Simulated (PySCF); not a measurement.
**C4H5F3: geometry, spin-spin couplings**

Aim: predict the spin-spin couplings of C4H5F3 (`CCC(F)=C(F)F`).

Programs: PySCF 2.14.0, with density-fitted response routines of our own. Each step states its level of theory. These are calculated values for one molecule in the gas phase, unless marked as measured. Atoms count from 0, in the outputs and in this text.

## 1. The molecule as given

12 atoms, charge 0, multiplicity 1; geometry from: GFN2-xTB. The atoms were then displaced at random by about 0.01 Å, so the start is not that level's minimum.

Bonds of the start (Å): C0–C1 1.50, C1–C2 1.48, C2–F3 1.33, C2–C4 1.34, C4–F5 1.33, C4–F6 1.34, C0–H7 1.10, C0–H8 1.12, C0–H9 1.08, C1–H10 1.08, C1–H11 1.10.

## 2. Relaxing the molecule at PBE0-D3(BJ)/def2-SVP

What the job is given:

```
{"job": {"xc": "PBE0", "basis": "def2-SVP", "d3": "d3bj", "grid": 1, "shake": 0.01, "kind": "geom"}, "charge": 0, "multiplicity": 1}
C     -1.527640     0.311030    -0.311190
C     -0.161030    -0.108440    -0.774190
C      0.645190    -0.566490     0.379120
F      0.298730    -1.716590     0.953070
C      1.711060     0.056950     0.891640
F      2.438870    -0.330870     1.932710
F      2.191590     1.206710     0.412330
H     -2.136940     0.608390    -1.182860
H     -1.480030     1.205550     0.360720
H     -2.045940    -0.472190     0.230110
H     -0.260330    -0.940900    -1.462330
H      0.366150     0.718590    -1.261620
```

Started as:

```console
$ OMP_NUM_THREADS=1 python probes_run.py task.json out
```

One launch serves the whole session: the jobs run in the order shown.

What it wrote:

```text
step   0  E = -454.11717440  max force = 0.028329
step   1  E = -454.11921350  max force = 0.010283
step   2  E = -454.11857228  max force = 0.013364
step   3  E = -454.12052030  max force = 0.002420
step   4  E = -454.12059163  max force = 0.001350
step   5  E = -454.12064436  max force = 0.000865
step   6  E = -454.12068505  max force = 0.002112
step   7  E = -454.12070538  max force = 0.001518
step   8  E = -454.12072228  max force = 0.000272
step   9  E = -454.12072203  max force = 0.000124
optimisation converged
```

It took 95 s on 1 thread of Arm Neoverse N1, shared host; peak memory 0.51 GiB.

Step by step: (the energy doesn't fall at every step)

| step | energy from step 0 (eV) | largest force component (eV/Å) |
| --- | --- | --- |
| 0 | 0.0000 | 1.4567 |
| 1 | -0.0555 | 0.5288 |
| 2 | -0.0380 | 0.6872 |
| 3 | -0.0910 | 0.1244 |
| 4 | -0.0930 | 0.0694 |
| 5 | -0.0944 | 0.0445 |
| 6 | -0.0955 | 0.1086 |
| 7 | -0.0961 | 0.0781 |
| 8 | -0.0965 | 0.0140 |
| 9 | -0.0965 | 0.0064 |

Distances of close pairs at the start and the end, largest changes first:

| bond | before (Å) | after (Å) | change (Å) |
| --- | --- | --- | --- |
| C0–C1 | 1.503 | 1.525 | +0.022 |
| C4–F6 | 1.335 | 1.315 | -0.020 |
| C1–H10 | 1.085 | 1.105 | +0.020 |
| C0–H8 | 1.120 | 1.101 | -0.019 |
| C4–F5 | 1.328 | 1.309 | -0.019 |
| C0–H9 | 1.084 | 1.100 | +0.016 |
| C2–F3 | 1.331 | 1.339 | +0.007 |
| C1–C2 | 1.480 | 1.485 | +0.005 |

The final coordinates are the input of the step that follows.

| at the end point | value |
| --- | --- |
| point group (found at 0.08 Å tolerance) | C1 |
| rotational constants (GHz, main isotopes) | 4.238, 1.843, 1.381 |
| dipole moment (D) | 1.80 |

## 3. Spin-spin couplings: B3LYP/cc-pVTZ

What the job is given:

```
{"job": {"kind": "j", "xc": "B3LYP", "basis": "cc-pVTZ"}, "charge": 0, "multiplicity": 1}
C     -1.552098     0.431830    -0.340642
C     -0.145384    -0.011136    -0.729161
C      0.609872    -0.580346     0.415408
F      0.042263    -1.629771     1.022483
C      1.771351    -0.137524     0.894771
F      2.405457    -0.664328     1.911943
F      2.420122     0.886370     0.385734
H     -2.101769     0.801358    -1.218351
H     -1.520560     1.236794     0.409152
H     -2.120568    -0.406228     0.088057
H     -0.202297    -0.779578    -1.520805
H      0.431723     0.826993    -1.145831
```

Level: B3LYP/cc-pVTZ indirect spin-spin coupling, non-relativistic, gas phase.

What it wrote:

```text
coarse grid: 10704 points
cycle   1  E = -454.9989607811  dE =  9.758e-01  |g| = 8.106e-01  |ddm| = 7.167e+00
cycle   2  E = -454.8383966264  dE =  1.606e-01  |g| = 1.296e+00  |ddm| = 2.521e+00
cycle   3  E = -455.1041121174  dE = -2.657e-01  |g| = 1.076e-01  |ddm| = 1.602e+00
cycle   4  E = -455.1056914587  dE = -1.579e-03  |g| = 6.272e-02  |ddm| = 2.435e-01
cycle   5  E = -455.1063929523  dE = -7.015e-04  |g| = 1.383e-02  |ddm| = 1.010e-01
cycle   6  E = -455.1064220784  dE = -2.913e-05  |g| = 6.064e-03  |ddm| = 2.644e-02
cycle   7  E = -455.1064304939  dE = -8.416e-06  |g| = 1.064e-03  |ddm| = 9.840e-03
final grid: 106504 points
cycle   8  E = -455.1004281674  dE = -7.806e-05  |g| = 8.274e-03  |ddm| = 8.929e-02
cycle   9  E = -455.1004116643  dE =  1.650e-05  |g| = 1.275e-02  |ddm| = 2.705e-02
cycle  10  E = -455.1004393364  dE = -2.767e-05  |g| = 1.064e-03  |ddm| = 1.647e-02
cycle  11  E = -455.1004395402  dE = -2.038e-07  |g| = 4.161e-04  |ddm| = 2.108e-03
cycle  12  E = -455.1004395750  dE = -3.480e-08  |g| = 1.363e-04  |ddm| = 7.404e-04
cycle  13  E = -455.1004395786  dE = -3.559e-09  |g| = 3.241e-05  |ddm| = 2.423e-04
cycle  14  E = -455.1004395788  dE = -2.300e-10  |g| = 4.666e-06  |ddm| = 4.701e-05
converged SCF energy = -455.1004395788

Indirect spin-spin couplings (Hz)
  i      j    bonds     total        FC       PSO       DSO        SD
  0 C    1 C    1     26.064    25.976    -0.106     0.194         -
  0 C    2 C    2     -2.965    -2.849    -0.171     0.055         -
  0 C    3 F    3     -0.396     0.445    -0.771     0.017    -0.087
  0 C    4 C    3      1.722     1.651     0.090    -0.019         -
  0 C    5 F    4      2.618     2.703     0.291    -0.236    -0.140
  0 C    6 F    4      2.038     2.067    -0.130    -0.123     0.224
  0 C    7 H    1    119.841   117.863     1.392     0.586         -
  0 C    8 H    1    118.876   116.912     1.334     0.631         -
  0 C    9 H    1    120.683   118.752     1.287     0.644         -
  0 C   10 H    2     -3.561    -3.574     0.179    -0.165         -
  0 C   11 H    2     -3.789    -3.782     0.158    -0.166         -
  1 C    2 C    1     51.652    52.911    -1.582     0.323         -
  1 C    3 F    2     16.613    18.339    -2.556    -0.047     0.876
  1 C    4 C    2      8.532     8.622    -0.129     0.039         -
  1 C    5 F    3     -1.963    -0.804    -1.396    -0.349     0.587
  1 C    6 F    3     -2.630    -2.413    -0.287     0.060     0.011
  1 C    7 H    2     -2.544    -2.554     0.151    -0.141         -
  1 C    8 H    2     -3.023    -3.045     0.138    -0.116         -
  1 C    9 H    2     -4.044    -4.080     0.145    -0.108         -
  1 C   10 H    1    115.660   113.657     1.068     0.936         -
  1 C   11 H    1    118.660   116.707     0.990     0.963         -
  2 C    3 F    1   -293.984  -304.130     5.286     1.048     3.812
  2 C    4 C    1    192.892   200.280    -7.831     0.444         -
  2 C    5 F    2     10.361    21.139   -22.335    -0.103    11.659
  2 C    6 F    2     46.674    43.500    -9.695    -0.039    12.908
  2 C    7 H    3      9.018     9.085     0.240    -0.307         -
  2 C    8 H    3      1.358     1.346    -0.183     0.195         -
  2 C    9 H    3      2.424     2.463    -0.185     0.147         -
  2 C   10 H    2     -9.056    -8.989    -0.233     0.167         -
  2 C   11 H    2      1.072     1.149    -0.265     0.188         -
  3 F    4 C    2     34.802    30.675    -9.760     0.085    13.801
  3 F    5 F    3     46.358    -1.226     7.628     0.023    39.933
  3 F    6 F    3   -143.176   -19.562  -143.320    -1.684    21.391
  3 F    7 H    4      0.402     0.791     0.904    -1.199    -0.094
  3 F    9 H    4      0.647     0.796    -1.115     1.053    -0.087
  3 F   10 H    3      1.222    -0.002     1.552    -0.199    -0.130
  3 F   11 H    3     33.945    36.019    -0.098    -1.969    -0.007
  4 C    5 F    1   -352.807  -325.040   -24.051     1.170    -4.886
  4 C    6 F    1   -338.730  -316.182   -19.971     1.165    -3.742
  4 C    7 H    4      0.789     0.798     0.227    -0.235         -
  4 C    9 H    4     -0.175    -0.209     0.198    -0.165         -
  4 C   10 H    3      4.054     4.062     0.159    -0.167         -
  4 C   11 H    3      1.025     1.210    -0.453     0.267         -
  5 F    6 F    2    -45.151   -35.577   -33.200    -0.898    24.524
  5 F    7 H    5      1.898     2.031     1.028    -1.121    -0.041
  5 F    8 H    5      0.327     0.019     0.443    -0.562     0.426
  5 F    9 H    5     -0.444    -0.192     0.754    -0.834    -0.173
  5 F   10 H    4      6.310     6.491     1.055    -1.299     0.063
  5 F   11 H    4     -3.201    -0.566    -1.134    -1.350    -0.151
  6 F   10 H    4      4.116     4.660     0.588    -0.782    -0.351
  6 F   11 H    4      3.595     3.429    -0.845     1.466    -0.455
  7 H    8 H    2    -11.407   -11.344     2.477    -2.541         -
  7 H    9 H    2    -11.719   -11.666     2.436    -2.489         -
  7 H   10 H    3      3.657     3.657     0.336    -0.336         -
  7 H   11 H    3      3.585     3.609     0.406    -0.430         -
  8 H    9 H    2    -11.203   -11.180     2.305    -2.328         -
  8 H   10 H    3     13.705    14.127     2.285    -2.707         -
  8 H   11 H    3      3.897     3.896     0.305    -0.305         -
  9 H   10 H    3      3.643     3.664     0.393    -0.414         -
  9 H   11 H    3     14.500    14.918     2.233    -2.650         -
 10 H   11 H    2    -13.708   -13.755     1.772    -1.725         -
```

Run time: 1.7 min. Hardware: 1 thread of Arm Neoverse N1, shared host; peak memory 1 GiB.

This basis has no tight s functions, so the Fermi-contact terms are rough.

A choice of the couplings up to four bonds, sorted by the number of bonds, with means over like pairs; isotopes 13C, 19F, 1H:

| pair | bonds | J (Hz) | Fermi contact (Hz) | dihedral (°) |
| --- | --- | --- | --- | --- |
| C4–F5 | 1 | -352.8 | -325.0 | – |
| C4–F6 | 1 | -338.7 | -316.2 | – |
| C2–F3 | 1 | -294.0 | -304.1 | – |
| C2–C4 | 1 | 192.9 | 200.3 | – |
| C0–H7 | 1 | 119.8 | 117.8 | – |
| C1–H10 | 1 | 117.2 | 115.2 | – |
| C1–C2 | 1 | 51.7 | 52.9 | – |
| C0–C1 | 1 | 26.1 | 26.0 | – |
| C2–F6 | 2 | 46.7 | 43.5 | – |
| F5–F6 | 2 | -45.2 | -35.6 | – |
| F3–C4 | 2 | 34.8 | 30.7 | – |
| C1–F3 | 2 | 16.6 | 18.3 | – |
| H10–H11 | 2 | -13.7 | -13.8 | – |
| H7–H8 | 2 | -11.4 | -11.4 | – |
| C2–F5 | 2 | 10.4 | 21.1 | – |
| C1–C4 | 2 | 8.5 | 8.6 | – |
| C2–H10 | 2 | -4.0 | -3.9 | – |
| F3–F6 | 3 | -143.2 | -19.6 | -180 |
| F3–F5 | 3 | 46.4 | -1.2 | 1 |
| F3–H10 | 3 | 17.6 | 18.0 | – |
| H7–H10 | 3 | 7.2 | 7.3 | – |
| C2–H7 | 3 | 4.3 | 4.3 | – |
| C1–F6 | 3 | -2.6 | -2.4 | -1 |
| C4–H10 | 3 | 2.5 | 2.6 | – |
| C1–F5 | 3 | -2.0 | -0.8 | 180 |
| C0–C4 | 3 | 1.7 | 1.7 | -121 |
| F6–H10 | 4 | 3.9 | 4.0 | – |
| C0–F5 | 4 | 2.6 | 2.7 | – |
| C0–F6 | 4 | 2.0 | 2.1 | – |
| F5–H10 | 4 | 1.6 | 3.0 | – |

The spin-dipole term was solved for some atoms only; pairs without it lack that part.

## 4. J couplings: B3LYP/6-31G*

The job, as its differences from that of step 3:

```diff
@@ -1,2 +1,2 @@
-{"job": {"kind": "j", "xc": "B3LYP", "basis": "cc-pVTZ"}, "charge": 0, "multiplicity": 1}
+{"job": {"kind": "j", "xc": "B3LYP", "basis": "6-31G*"}, "charge": 0, "multiplicity": 1}
 C     -1.552098     0.431830    -0.340642
```

Method: B3LYP/6-31G* indirect spin-spin coupling, non-relativistic, gas phase.

What it wrote:

```text
coarse grid: 10704 points
cycle   1  E = -454.8092994379  dE =  9.857e-01  |g| = 8.149e-01  |ddm| = 3.280e+00
cycle   2  E = -454.6466458823  dE =  1.627e-01  |g| = 1.271e+00  |ddm| = 1.483e+00
cycle   3  E = -454.9248349412  dE = -2.782e-01  |g| = 1.014e-01  |ddm| = 9.757e-01
cycle   4  E = -454.9266058536  dE = -1.771e-03  |g| = 5.124e-02  |ddm| = 1.357e-01
cycle   5  E = -454.9271166188  dE = -5.108e-04  |g| = 1.288e-02  |ddm| = 5.369e-02
cycle   6  E = -454.9271487312  dE = -3.211e-05  |g| = 5.202e-03  |ddm| = 1.547e-02
cycle   7  E = -454.9271552423  dE = -6.511e-06  |g| = 1.002e-03  |ddm| = 5.287e-03
final grid: 106504 points
cycle   8  E = -454.9068502172  dE = -1.385e-05  |g| = 7.528e-03  |ddm| = 1.670e-02
cycle   9  E = -454.9068359570  dE =  1.426e-05  |g| = 1.150e-02  |ddm| = 1.462e-02
cycle  10  E = -454.9068612128  dE = -2.526e-05  |g| = 9.322e-04  |ddm| = 9.172e-03
cycle  11  E = -454.9068614160  dE = -2.033e-07  |g| = 1.764e-04  |ddm| = 9.299e-04
cycle  12  E = -454.9068614215  dE = -5.502e-09  |g| = 9.133e-05  |ddm| = 2.341e-04
cycle  13  E = -454.9068614234  dE = -1.821e-09  |g| = 1.533e-05  |ddm| = 9.543e-05
cycle  14  E = -454.9068614234  dE = -5.161e-11  |g| = 2.733e-06  |ddm| = 1.625e-05
converged SCF energy = -454.9068614234

Indirect spin-spin couplings (Hz)
  i      j    bonds     total        FC       PSO       DSO        SD
  0 C    1 C    1     47.712    47.632    -0.115     0.195         -
  0 C    2 C    2     -4.911    -4.854    -0.112     0.055         -
  0 C    3 F    3     -0.554     0.201    -0.694     0.025    -0.086
  0 C    4 C    3      3.812     3.744     0.087    -0.019         -
  0 C    5 F    4      4.283     4.392     0.236    -0.229    -0.116
  0 C    6 F    4      3.254     3.285    -0.103    -0.118     0.190
  0 C    7 H    1    142.446   140.814     0.981     0.652         -
  0 C    8 H    1    142.757   141.151     0.913     0.693         -
  0 C    9 H    1    144.347   142.767     0.872     0.708         -
  0 C   10 H    2     -3.686    -3.723     0.192    -0.155         -
  0 C   11 H    2     -3.790    -3.792     0.157    -0.156         -
  1 C    2 C    1     68.844    69.844    -1.325     0.325         -
  1 C    3 F    2     18.525    19.699    -1.968    -0.023     0.818
  1 C    4 C    2      4.994     5.047    -0.090     0.038         -
  1 C    5 F    3     -0.773     0.332    -1.288    -0.338     0.521
  1 C    6 F    3     -2.386    -2.129    -0.327     0.070     0.000
  1 C    7 H    2     -2.294    -2.301     0.138    -0.131         -
  1 C    8 H    2     -2.903    -2.912     0.115    -0.106         -
  1 C    9 H    2     -3.758    -3.781     0.121    -0.098         -
  1 C   10 H    1    149.977   148.253     0.728     0.996         -
  1 C   11 H    1    147.111   145.387     0.696     1.028         -
  2 C    3 F    1   -199.549  -211.038     7.846     1.171     2.472
  2 C    4 C    1    152.717   159.538    -7.263     0.443         -
  2 C    5 F    2     23.068    33.280   -20.430    -0.074    10.292
  2 C    6 F    2     55.175    53.165    -9.220    -0.013    11.244
  2 C    7 H    3      7.931     8.067     0.166    -0.302         -
  2 C    8 H    3      1.509     1.463    -0.152     0.198         -
  2 C    9 H    3      2.548     2.571    -0.175     0.152         -
  2 C   10 H    2    -11.055   -11.016    -0.217     0.178         -
  2 C   11 H    2      1.433     1.432    -0.196     0.197         -
  3 F    4 C    2     44.849    40.812    -8.495     0.107    12.425
  3 F    5 F    3     60.961    10.886    11.512     0.102    38.460
  3 F    6 F    3   -109.235     5.544  -132.432    -1.592    19.246
  3 F    7 H    4     -0.341     0.278     0.618    -1.167    -0.070
  3 F    8 H    4     -0.159    -0.055     0.685    -0.336    -0.453
  3 F    9 H    4      1.174     1.066    -0.903     1.063    -0.051
  3 F   10 H    3     -0.290    -1.206     1.148    -0.131    -0.102
  3 F   11 H    3     27.451    29.667    -0.384    -1.896     0.063
  4 C    5 F    1   -237.168  -215.152   -18.309     1.306    -5.013
  4 C    6 F    1   -218.642  -200.937   -14.961     1.298    -4.041
  4 C    7 H    4      0.939     0.991     0.181    -0.234         -
  4 C    8 H    4     -0.222    -0.287    -0.021     0.086         -
  4 C    9 H    4     -0.324    -0.324     0.165    -0.165         -
  4 C   10 H    3      7.157     7.199     0.124    -0.165         -
  4 C   11 H    3      0.859     0.971    -0.382     0.269         -
  5 F    6 F    2     70.960    70.412   -23.871    -0.677    25.096
  5 F    7 H    5      1.685     2.067     0.761    -1.096    -0.048
  5 F    9 H    5     -0.661    -0.266     0.572    -0.811    -0.156
  5 F   10 H    4      7.979     8.414     0.797    -1.260     0.028
  5 F   11 H    4     -3.423    -0.629    -1.317    -1.300    -0.175
  6 F    9 H    5     -0.263     0.426     0.400    -0.954    -0.134
  6 F   10 H    4      5.620     6.399     0.240    -0.745    -0.273
  6 F   11 H    4      4.807     4.316    -0.585     1.478    -0.401
  7 H    8 H    2    -15.322   -14.229     1.325    -2.417         -
  7 H    9 H    2    -15.672   -14.611     1.304    -2.364         -
  7 H   10 H    3      3.251     3.515     0.032    -0.296         -
  7 H   11 H    3      3.108     3.425     0.075    -0.391         -
  8 H    9 H    2    -15.425   -14.418     1.198    -2.205         -
  8 H   10 H    3     13.501    14.582     1.579    -2.660         -
  8 H   11 H    3      3.544     3.805     0.003    -0.264         -
  9 H   10 H    3      3.208     3.492     0.088    -0.371         -
  9 H   11 H    3     13.935    15.022     1.517    -2.603         -
 10 H   11 H    2    -17.215   -16.519     0.904    -1.601         -
```

It took 27 s on 1 thread of Arm Neoverse N1, shared host; peak memory 0.6 GiB.

This basis has no tight s functions, so the Fermi-contact terms are rough.

In short: J(C4,F5) -237.2 Hz, J(C4,F6) -218.6 Hz, J(C2,F3) -199.5 Hz (means over like pairs).

## 5. Comparing the runs: spin-spin couplings

Couplings (Hz), each a mean over the pairs like the one named, with basis size and wall time:

| run | C4–F5 | C4–F6 | C2–F3 | C2–C4 | F3–F6 | C0–H7 | C1–H10 | functions | time |
| --- | --- | --- | --- | --- | --- | --- | --- | --- | --- |
| B3LYP/cc-pVTZ | -352.8 | -338.7 | -294.0 | 192.9 | -143.2 | 119.8 | 117.2 | 280 | 1.7 min |
| B3LYP/6-31G* | -237.2 | -218.6 | -199.5 | 152.7 | -109.2 | 143.2 | 148.5 | 108 | 27 s |

## 6. Results

```
                                     quantity                     value
                                  point group                        C1
         rotational constants (main isotopes)      4.24, 1.84, 1.38 GHz
largest coupling of the table (B3LYP/cc-pVTZ)  1J(C,F) C4–F5, -352.8 Hz
      range of J(C4,F5), mean over like pairs       -352.8 to -237.2 Hz
```

Relaxing lowered the energy by 0.097 eV in 9 steps; the close pair that moved most is C0–C1, from 1.503 to 1.525 Å. In the run at B3LYP/cc-pVTZ, the largest coupling of the table is C4–F5, -352.8 Hz, of which the Fermi-contact term gives -325.0 Hz. Couplings across rotatable bonds belong to this one conformer; where others are populated, the observed values are averages. Density functionals describe couplings to fluorine poorly, F–F couplings above all, so those rows are rough. The coupling C4–F5, as a mean over pairs of its kind, runs from -352.8 Hz (B3LYP/cc-pVTZ) to -237.2 Hz (B3LYP/6-31G*). Couplings from bases without tight functions are rough.
